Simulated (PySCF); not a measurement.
# CH8GeN2: the cost of one run

The runs use PySCF 2.14.0, with density-fitted response routines of our own; the level of theory stands in each step. All values are computed, except where a source is named. Atoms count from 0, in the outputs and in this text.

### Step 1. Starting geometry

12 atoms, charge 0, multiplicity 1; geometry from: GFN2-xTB. The atoms were then displaced at random by about 0.01 Å, so the start is not that level's minimum.

Bonds of the start (Å): C0–N1 1.43, N1–Ge2 1.79, Ge2–N3 1.85, C0–H4 1.11, C0–H5 1.07, C0–H6 1.12, N1–H7 1.01, Ge2–H8 1.54, Ge2–H9 1.49, N3–H10 0.97, N3–H11 1.01.

### Step 2. Relaxing the molecule at PBE0-D3(BJ)/def2-SVP

Job settings and geometry (Å):

```
{"job": {"xc": "PBE0", "basis": "def2-SVP", "d3": "d3bj", "grid": 1, "shake": 0.01, "kind": "geom"}, "charge": 0, "multiplicity": 1}
C     -1.680530     0.084280    -0.496670
N     -0.886910    -0.303490     0.622030
Ge     0.859740    -0.653990     0.426530
N      1.802690     0.728240    -0.369350
H     -2.751800    -0.134490    -0.315430
H     -1.380700    -0.441430    -1.381140
H     -1.612820     1.176410    -0.728840
H     -1.146320     0.185550     1.463100
H      1.346230    -1.022540     1.840050
H      1.010320    -1.791550    -0.519440
H      2.699210     0.529560    -0.673400
H      1.780590     1.615180     0.123520
```

Launch:

```console
OMP_NUM_THREADS=1 python probes_run.py task.json out
```

The driver reads the jobs from task.json and runs them one after another.

**Question.** How long does this first job take on 1 thread of Arm Neoverse V1, shared host, and how much memory does it need?

About 51 s, with a peak of 0.47 GiB.
